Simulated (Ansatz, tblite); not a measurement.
# The cluster Si3Se4+: a ladder of methods and basis sets

How do method and basis change the picture of the cluster Si3Se4+ (doublet)?

The runs use Ansatz 0.2.0, Gaussian basis; as each input shows.

Plan: GFN1-xTB, GFN2-xTB, PBE-D4/def2-TZVP, r2SCAN-D4/def2-TZVP, PBE-D4/def2-SVP, PBE0-D4/def2-SVP, HF/STO-3G, HF/6-31G, B3LYP-D4/6-31G, MP2/def2-SVP.

6 further runs of the same task are left out: 4 that didn't finish, 2 set aside as unsound or not needed. Runs told in other sessions of the task aren't counted.

**1. The relaxed structure**

The doublet was relaxed beforehand with PBE-D4/def2-SVP. At that level it is the lowest of the isomers that a small search found.

7 atoms, charge 1, spin multiplicity 2.

Bond lengths: Si1–Se4 2.560 Å, Si1–Se6 2.288 Å, Si2–Se4 2.404 Å, Si2–Se5 2.259 Å, Si2–Se7 2.081 Å, Si3–Se4 2.408 Å, Si3–Se5 2.341 Å, Si3–Se6 2.334 Å. Angles: Se4–Si1–Se6 96.7°, Se4–Si2–Se5 100.5°, Se4–Si2–Se7 124.4°, Se5–Si2–Se7 135.1°, Se4–Si3–Se5 98.1°, Se4–Si3–Se6 99.8°, Se5–Si3–Se6 111.8°, Si1–Se4–Si2 106.6°, Si1–Se4–Si3 78.0°, Si2–Se4–Si3 78.5°, Si2–Se5–Si3 82.9°, Si1–Se6–Si3 85.2°.

The ion is computed in the gas phase, without counter-ions or solvent.

PBE0-D4/def2-TZVP was run before; its log isn't repeated, and its numbers join the tables.

**2. GFN1-xTB**

Tight binding, by tblite at 300 K electronic temperature and without a spin-polarisation term:

```python
tblite.interface.Calculator('GFN1-xTB', numbers, positions, charge=1, uhf=1).singlepoint()
```

Energy -507.2505 eV; 0.01 s.

**3. GFN2-xTB**

Tight binding, by tblite at 300 K electronic temperature and without a spin-polarisation term:

```python
tblite.interface.Calculator('GFN2-xTB', numbers, positions, charge=1, uhf=1).singlepoint()
```

Energy -478.1050 eV; 0.015 s.

**4. PBE-D4/def2-TZVP**

start.molden holds the orbitals of an earlier run on this state, given as this run's starting guess.

Input file in.yaml:

```yaml
crystal:
  periodic: [false, false, false]
  atoms:
    - {symbol: Si, position_ang: [0.588449, 2.466280, 0.451691]}
    - {symbol: Si, position_ang: [0.335669, -1.175206, -1.135408]}
    - {symbol: Si, position_ang: [-0.616414, -0.188650, 1.584506]}
    - {symbol: Se, position_ang: [1.529370, 0.086700, 0.526212]}
    - {symbol: Se, position_ang: [-1.666809, -1.406883, -0.115706]}
    - {symbol: Se, position_ang: [-1.326659, 2.034763, 1.626085]}
    - {symbol: Se, position_ang: [1.156395, -1.816994, -2.937370]}
basis:
  gaussian: {orbitals: def2-TZVP, initial_orbitals: start.molden}
total_charge: 1
magnetization: {spin_polarized: true, initial_magnetization: 1}
hamiltonian: {xc: pbe, dispersion: d4}
scf: {omitted_lower_state_checks: [starts]}
output: {orbitals: {seedname: orbitals}}
```

Launch:

```bash
$ ansatz run in.yaml --threads 4 --pin off --events-out ev --progress --plain --max-ram 6963MiB
```

After this run come: r2SCAN-D4/def2-TZVP; PBE-D4/def2-SVP; PBE0-D4/def2-SVP; HF/STO-3G; HF/6-31G; B3LYP-D4/6-31G; MP2/def2-SVP.

Q: Predict the results of all the runs planned. Wanted: gap in def2-TZVP, named functionals, smallest and largest; correlation energy, MP2/def2-SVP; ⟨S²⟩ in def2-TZVP, named functionals, smallest and largest; PBE0 total energy, smallest basis above largest.

As calculated:

```
                                                  quantity                                value
 gap in def2-TZVP, named functionals, smallest and largest  0.71 eV (PBE-D4), 2.32 eV (PBE0-D4)
                          correlation energy, MP2/def2-SVP                            -31.56 eV
⟨S²⟩ in def2-TZVP, named functionals, smallest and largest                         0.757, 0.765
           PBE0 total energy, smallest basis above largest       40.41 eV (def2-SVP, def2-TZVP)
```

In words: Orbital gaps of the named functionals in def2-TZVP span 0.71 eV (PBE-D4) to 2.32 eV (PBE0-D4); exact exchange widens it. Over the named functionals in def2-TZVP spin contamination reaches 0.02 (r2SCAN-D4), which is small.
